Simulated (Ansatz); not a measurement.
# SrTiO3 (Tausonite): properties at the relaxed cell

An exercise on one series of results from a longer session: the logs are not shown, and one member is left open.

Program: Ansatz 0.2.0. Level of theory: DFT PBE, scalar-relativistic, plane waves, PAW. These are calculated values, not measurements.

1 further run of the same task is left out (set aside as unsound or not needed).

## Starting point

It takes space group Pm-3m (No. 221, cubic). Conventional cell: a = 3.936 Å, b = 3.936 Å, c = 3.936 Å, α = 90.00°, β = 90.00°, γ = 90.00°. Sr (site symmetry m-3m) has 12 O at 2.78 Å as nearest neighbours. Ti (site symmetry m-3m) is surrounded by 6 O at 1.97 Å. O (site symmetry 4/mmm) has 2 Ti at 1.97 Å and 4 Sr at 2.78 Å as nearest neighbours.

Coordinates:

```
Sr Ti O
1.0
     3.93640    0.00000    0.00000
     0.00000    3.93640    0.00000
     0.00000    0.00000    3.93640
Sr Ti O
1 1 3
Direct
  0.50000 0.50000 0.50000
  0.00000 0.00000 0.00000
  0.50000 0.00000 0.00000
  0.00000 0.50000 0.00000
  0.00000 0.00000 0.50000
```

It is the result of an earlier relaxation at this level (volume 12.20 Å³/atom; gap on the mesh: 1.84 eV).

Set-up of the first run:

input.yaml reads:

```yaml
crystal:
  lattice:
    - [3.8966397378, 0.0, 0.0]
    - [0.0, 3.8966397378, 0.0]
    - [0.0, 0.0, 3.8966397378]
  atoms:
    - { symbol: Sr, position: [0.5, 0.5, 0.5] }
    - { symbol: Ti, position: [0.0, 0.0, 0.0] }
    - { symbol: O, position: [0.5, 0.0, 0.0] }
    - { symbol: O, position: [0.0, 0.5, 0.0] }
    - { symbol: O, position: [0.0, 0.0, 0.5] }
basis:
  ecutwfc: 420
kpoints:
  mp_grid: { grid: [8, 8, 8] }
hamiltonian:
  xc: pbe
scf:
  occupations: { method: gaussian, width: 0.02 }
output:
  forces: true
  stress: true
  eigenvalues: true
```

The run is started by

```
$ ansatz run input.yaml --threads 1 --pin off --max-ram 2560MiB --backend cpu --events-out ev --progress --plain --runs-dir out
```

Steps of the session up to this table: Point at V/V0 = 0.97; The cell scaled to 1.03 of its volume; The cell scaled to 0.94 of its volume; Volume × 1.06; The cell scaled to 0.91 of its volume; Point at V/V0 = 1.10; Point at V/V0 = 0.88.

One table of the session follows, with a row left open; its other results are not shown here.

It belongs to the step «Energy against volume». 

| volume (Å³/atom) | energy above the lowest point (meV/atom) | pressure (GPa) | gap on the mesh (eV) |
| --- | --- | --- | --- |
| 10.735 | 117.5 | 28.81 | 2.08 |
| 11.101 | 62.3 | 19.76 | 2.02 |
| 11.467 | 26.1 | 12.08 | 1.96 |
| 11.833 | 6.2 | 5.56 | 1.90 |
| 12.199 | 0.0 | 0.01 | 1.84 |
| 12.565 | 5.5 | -4.71 | 1.78 |
| 12.931 | ? | ? | ? |
| 13.419 | 54.6 | -13.16 | 1.65 |

**Question.** Estimate the row for volume (Å³/atom) = 12.931.

Worked estimate for «energy above the lowest point (meV/atom)». A straight line through the neighbours (12.565, 5.5) and (13.419, 54.6) gives 5.5 + (54.6 − 5.5) × (12.931 − 12.565) / (13.419 − 12.565) = 26.5; a parabola fitted to 3 rows on both sides gives 20.3.

**Answer.** energy above the lowest point (meV/atom): 21.0; pressure (GPa): -8.73; gap on the mesh (eV): 1.73. In «energy above the lowest point (meV/atom)» the line misses by +5.5 and the parabola by -0.7.
